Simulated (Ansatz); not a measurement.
# C6H12O: the cost of one run

The runs use Ansatz 0.2.0, Gaussian basis; one geometry, several basis sets.

Levels to be run: PBE0-D4/def2-SVP; ωB97M-V/def2-SVP; PBE0-D4/def2-QZVPP; ωB97M-V/def2-QZVPP; the functionals' def2-TZVPP values are taken from earlier runs.

**1. The relaxed structure**

An earlier PBE0-D4 in a triple-zeta def2 set relaxation fixed the geometry.

19 atoms, charge 0, spin multiplicity 1.

Atoms are counted from 1 here; the program's logs count them from 0.

Bond lengths: O1–C2 1.420 Å, O1–H8 0.961 Å, C2–C3 1.527 Å, C2–C7 1.530 Å, C2–H9 1.100 Å, C3–C4 1.519 Å, C3–H10 1.092 Å, C3–H11 1.095 Å, C4–C5 1.534 Å, C4–H12 1.093 Å, C4–H13 1.094 Å, C5–C6 1.534 Å, C5–H14 1.094 Å, C5–H15 1.094 Å, C6–C7 1.521 Å, C6–H16 1.093 Å, C6–H17 1.096 Å, C7–H18 1.095 Å and more. Angles: C2–O1–H8 108.3°, O1–C2–C3 107.3°, O1–C2–C7 111.4°, O1–C2–H9 109.1°, C3–C2–C7 111.5°, C3–C2–H9 108.6°, C7–C2–H9 108.9°, C2–C3–C4 111.4°, C2–C3–H10 107.9°, C2–C3–H11 109.3°, C4–C3–H10 111.7°, C4–C3–H11 109.6°, H10–C3–H11 106.8°, C3–C4–C5 110.7°, C3–C4–H12 110.8°, C3–C4–H13 108.6°, C5–C4–H12 110.3°, C5–C4–H13 110.2° and more.

**2. PBE0-D4 in def2-SVP**

Contents of in.yaml:

```yaml
crystal:
  periodic: [false, false, false]
  atoms:
    - {symbol: O, position_ang: [0.162593, -1.864599, -1.581562]}
    - {symbol: C, position_ang: [0.278878, -1.295636, -0.285369]}
    - {symbol: C, position_ang: [1.329121, -0.189717, -0.367949]}
    - {symbol: C, position_ang: [0.690880, 1.161732, -0.640798]}
    - {symbol: C, position_ang: [-0.208026, 1.582073, 0.528421]}
    - {symbol: C, position_ang: [-0.859236, 0.370850, 1.209091]}
    - {symbol: C, position_ang: [-1.064657, -0.756425, 0.208758]}
    - {symbol: H, position_ang: [-0.577562, -2.477345, -1.576150]}
    - {symbol: H, position_ang: [0.634362, -2.065228, 0.415732]}
    - {symbol: H, position_ang: [2.043794, -0.463249, -1.147444]}
    - {symbol: H, position_ang: [1.886881, -0.148357, 0.573432]}
    - {symbol: H, position_ang: [1.454482, 1.921669, -0.824189]}
    - {symbol: H, position_ang: [0.104105, 1.090702, -1.561809]}
    - {symbol: H, position_ang: [0.374435, 2.144295, 1.264423]}
    - {symbol: H, position_ang: [-0.982967, 2.263776, 0.165236]}
    - {symbol: H, position_ang: [-1.806774, 0.656895, 1.671995]}
    - {symbol: H, position_ang: [-0.222341, 0.008599, 2.023877]}
    - {symbol: H, position_ang: [-1.661809, -1.566462, 0.639489]}
    - {symbol: H, position_ang: [-1.617761, -0.378071, -0.658584]}
basis:
  gaussian: {orbitals: def2-SVP}
hamiltonian: {xc: pbe0, dispersion: d4}
output: {orbitals: {seedname: orbitals}}
```

Started as:

```sh
$ ansatz run in.yaml --threads 2 --pin off --events-out ev --progress --plain --max-ram 32768MiB --backend cpu
```

What time and memory should one allow on 2 threads of AMD EPYC 7R13, shared host?

About 3 s, with a peak of 0.48 GiB.
